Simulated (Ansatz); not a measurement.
# AlGeH6 (doublet): the correlation ladder at distance Al1–H4 along a hydrogen transfer = 1.949 Å, cc-pVDZ

How much of the correlation energy of AlGeH6 (doublet) does each wave-function method recover here?

The runs use Ansatz 0.2.0, Gaussian basis; cc-pVDZ, core rule «outside noble gas», up to 19 orbitals frozen.

To be run: UHF; CCSD(T) on ROHF; CCSD(T) on UHF; BCCD(T) on ROHF; CISD; CCSDT(Q) on ROHF; CCSDT(Q) on UHF; CASSCF and MRCISD+Q, 3 electrons in 3 orbitals; CASSCF and NEVPT2, 3 electrons in 3 orbitals; CASSCF and MRCISD+Q, 9 electrons in 9 orbitals; CASSCF and NEVPT2, 9 electrons in 9 orbitals.

### Step 1. The geometry

The geometry derives from fragments relaxed apart (PBE0/def2-TZVP) and kept rigid, so it is no stationary point. A hydrogen atom is moved between rigid fragments. No spin-orbit coupling is included. The filled d shell of Ge may be among the frozen orbitals whatever the setting's name suggests; the logs give the count.

8 atoms, charge 0, spin multiplicity 2.

Atoms are counted from 1 here; the program's logs count them from 0.

Bond lengths: Al1–H2 1.586 Å, Al1–H3 1.586 Å, Al1–H4 1.949 Å, Ge5–H6 1.539 Å, Ge5–H7 1.539 Å, Ge5–H8 1.539 Å. Angles: H2–Al1–H3 120.0°, H2–Al1–H4 120.0°, H3–Al1–H4 120.0°, H6–Ge5–H7 111.2°, H6–Ge5–H8 111.2°, H7–Ge5–H8 111.2°.

Coordinates:

```xyz
8
charge 0, multiplicity 2
Al   -2.8546    0.0000    0.0000
H    -3.6475    1.3734    0.0000
H    -3.6475   -1.3734    0.0000
H    -0.9056    0.0000    0.0000
Ge    1.1084    0.0000    0.0000
H     1.5771   -1.4659    0.0000
H     1.5771    0.7330   -1.2695
H     1.5771    0.7330    1.2695
```

### Step 2. UHF

The input, in.yaml:

```yaml
crystal:
  periodic: [false, false, false]
  atoms:
    - {symbol: Al, position_ang: [-2.854559, 0.000000, -0.000001]}
    - {symbol: H, position_ang: [-3.647483, 1.373384, -0.000002]}
    - {symbol: H, position_ang: [-3.647483, -1.373384, -0.000002]}
    - {symbol: H, position_ang: [-0.905559, 0.000000, 0.000000]}
    - {symbol: Ge, position_ang: [1.108441, 0.000000, 0.000001]}
    - {symbol: H, position_ang: [1.577108, -1.465915, 0.000001]}
    - {symbol: H, position_ang: [1.577110, 0.732957, -1.269519]}
    - {symbol: H, position_ang: [1.577109, 0.732957, 1.269520]}
basis:
  gaussian: {orbitals: cc-pVDZ}
magnetization: {spin_polarized: true, initial_magnetization: 1}
hamiltonian: {xc: hf}
output: {orbitals: {seedname: orbitals}}
```

On the command line:

```sh
$ ansatz run in.yaml --threads 1 --pin off --events-out ev --progress --plain --max-ram 2816MiB --backend cpu
```

Further steps of the session: CCSD(T) on ROHF; CCSD(T) on UHF; BCCD(T) on ROHF; CISD; CCSDT(Q) on ROHF; CCSDT(Q) on UHF; CASSCF and MRCISD+Q, 3 electrons in 3 orbitals; CASSCF and NEVPT2, 3 electrons in 3 orbitals; CASSCF and MRCISD+Q, 9 electrons in 9 orbitals; CASSCF and NEVPT2, 9 electrons in 9 orbitals.

Q: Predict the results of all the runs planned. Wanted: UCCSDT(Q) below the RHF energy; RMP2 from UCCSDT(Q); UMP2 from UCCSDT(Q); RCCSD from UCCSDT(Q); RCCSD(T) from UCCSDT(Q); UCCSD(T) from UCCSDT(Q); RCCSDT(Q) from UCCSDT(Q); NEVPT2 pair from UCCSDT(Q); MRCISD+Q pair from UCCSDT(Q).

As calculated:

| quantity | value |
| --- | --- |
| UCCSDT(Q) below the RHF energy | -6.4999 eV |
| RMP2 from UCCSDT(Q) | +1521.2 meV |
| UMP2 from UCCSDT(Q) | +1546.2 meV |
| RCCSD from UCCSDT(Q) | +165.6 meV |
| RCCSD(T) from UCCSDT(Q) | +39.4 meV |
| UCCSD(T) from UCCSDT(Q) | +38.8 meV |
| RCCSDT(Q) from UCCSDT(Q) | +2.1 meV |
| NEVPT2 pair from UCCSDT(Q) | +1475.0 meV |
| MRCISD+Q pair from UCCSDT(Q) | +50.9 meV |
| NEVPT2 frontier from UCCSDT(Q) | +1326.9 meV |
| levels within 1 kcal/mol (43 meV) | RCCSD(T), UCCSD(T), BCCD(T), RCCSDT, UCCSDT, RCCSDT(Q), MRCISD+Q frontier |
| T1 diagnostic | 0.019 |

What this shows: RCCSD(T) lands +39.4 meV from the yardstick (0.6 % of the correlation energy). Of the multireference levels listed MRCISD+Q frontier comes nearest in total energy (+31.0 meV), which doesn't show that its space is the better one. These misses are within one basis, not against nature; the frozen cores of restricted and unrestricted runs differ, which can shift their rows.
